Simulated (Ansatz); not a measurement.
# C4H12Sn: up Jacob's ladder to CCSD(T)

One table from this session's results is given with a row withheld; the runs are named, their logs left out.

Computed with Ansatz 0.2.0, Gaussian basis. Level: functionals in def2-TZVPP, the program's frozen cores in correlated methods.

Levels to be run: LDA (SPW92), PBE-D4, revPBE-D4, BLYP-D4, r2SCAN-D4, B97M-V, PBE0-D4, B3LYP-D4, r2SCANh-D4, r2SCAN0-D4, HSE06-D4, BHLYP-D4, CAM-B3LYP-D4, LC-ωPBE, ωB97X-V, ωB97M-V, B2PLYP, PBE-QIDH; CCSD(T)/def2-SVP; MP2/def2-TZVPP; MP2/def2-QZVPP; RPA on PBE.

**The relaxed structure**

The geometry comes from an earlier relaxation with PBE0-D4 in a triple-zeta def2 set; it is a stationary point, not always the lowest conformer. Sn takes the def2 core potential; no spin-orbit term is included.

SMILES `C[CH2][SnH2][CH2]C`, 17 atoms, charge 0, spin multiplicity 1.

Atoms are counted from 1 here; the program's logs count them from 0.

Bond lengths: C1–C2 1.522 Å, C1–H6 1.095 Å, C1–H7 1.093 Å, C1–H8 1.094 Å, C2–Sn3 2.154 Å, C2–H9 1.093 Å, C2–H10 1.093 Å, Sn3–C4 2.154 Å, Sn3–H11 1.717 Å, Sn3–H12 1.717 Å, C4–C5 1.522 Å, C4–H13 1.093 Å, C4–H14 1.093 Å, C5–H15 1.095 Å, C5–H16 1.093 Å, C5–H17 1.094 Å. Angles: C2–C1–H6 111.6°, C2–C1–H7 111.7°, C2–C1–H8 111.8°, H6–C1–H7 107.2°, H6–C1–H8 107.1°, H7–C1–H8 107.1°, C1–C2–Sn3 112.8°, C1–C2–H9 111.0°, C1–C2–H10 110.9°, Sn3–C2–H9 107.8°, Sn3–C2–H10 107.3°, H9–C2–H10 106.6°, C2–Sn3–C4 108.6°, C2–Sn3–H11 110.2°, C2–Sn3–H12 109.5°, C4–Sn3–H11 109.5°, C4–Sn3–H12 110.3°, H11–Sn3–H12 108.7° and more.

The first run:

in.yaml

```yaml
crystal:
  periodic: [false, false, false]
  atoms:
    - {symbol: C, position_ang: [0.714369, 1.246426, -1.723680]}
    - {symbol: C, position_ang: [1.398986, 0.991536, -0.388373]}
    - {symbol: Sn, position_ang: [1.015826, -0.983477, 0.382326]}
    - {symbol: C, position_ang: [-1.115884, -1.270684, 0.505040]}
    - {symbol: C, position_ang: [-1.810933, -0.186115, 1.315817]}
    - {symbol: H, position_ang: [0.914188, 2.257163, -2.093174]}
    - {symbol: H, position_ang: [1.055301, 0.547754, -2.492605]}
    - {symbol: H, position_ang: [-0.371566, 1.139607, -1.649596]}
    - {symbol: H, position_ang: [2.481532, 1.113463, -0.472837]}
    - {symbol: H, position_ang: [1.061934, 1.706892, 0.366491]}
    - {symbol: H, position_ang: [1.708414, -1.156703, 1.943464]}
    - {symbol: H, position_ang: [1.713822, -2.152253, -0.663437]}
    - {symbol: H, position_ang: [-1.500393, -1.300884, -0.517878]}
    - {symbol: H, position_ang: [-1.295883, -2.258646, 0.935677]}
    - {symbol: H, position_ang: [-2.892819, -0.346137, 1.359994]}
    - {symbol: H, position_ang: [-1.446342, -0.155250, 2.346238]}
    - {symbol: H, position_ang: [-1.649650, 0.806907, 0.886834]}
basis:
  gaussian: {orbitals: def2-TZVPP}
hamiltonian: {xc: lda}
output: {orbitals: {seedname: orbitals}}
```

Run with:

```sh
$ ansatz run in.yaml --threads 4 --pin off --events-out ev --progress --plain --max-ram 11315MiB
```

Among the steps run: LDA; PBE-D4 (GGA); revPBE-D4 (GGA); BLYP-D4 (GGA); r2SCAN-D4 (meta-GGA); B97M-V (meta-GGA); B3LYP-D4 (hybrid); r2SCANh-D4 (hybrid); r2SCAN0-D4 (hybrid); HSE06-D4 (hybrid); BHLYP-D4 (hybrid); CAM-B3LYP-D4 (range-separated); LC-ωPBE (range-separated); ωB97X-V (range-separated); ωB97M-V (range-separated); B2PLYP (double hybrid); PBE-QIDH (double hybrid).

One table of the session follows, with a row left open; its other results are not shown here.

It belongs to the step «Orbital energies across the functionals». 

```
  functional  HOMO (eV)  LUMO (eV)  gap (eV)
 LDA (SPW92)      -6.36      -0.39      5.97
      PBE-D4      -6.23      -0.17      6.06
   revPBE-D4      -6.17      -0.06      6.11
     BLYP-D4      -6.10      -0.13      5.97
   r2SCAN-D4      -6.43       0.33      6.76
      B97M-V      -6.52      -0.07      6.44
     PBE0-D4      -7.36       0.55      7.91
    B3LYP-D4      -7.16       0.30      7.47
  r2SCANh-D4      -6.86       0.57      7.43
  r2SCAN0-D4      -7.50       0.87      8.37
    HSE06-D4      -6.97       0.20      7.16
    BHLYP-D4      -8.40       1.12      9.52
CAM-B3LYP-D4      -8.66       1.28      9.94
     LC-ωPBE          ?          ?         ?
     ωB97X-V      -9.63       2.19     11.82
     ωB97M-V      -9.52       1.74     11.26
```

Estimate the missing values for LC-ωPBE.

The run gave: HOMO (eV): -9.97; LUMO (eV): 2.35; gap (eV): 12.32. In the column «HOMO (eV)» it is the lowest.
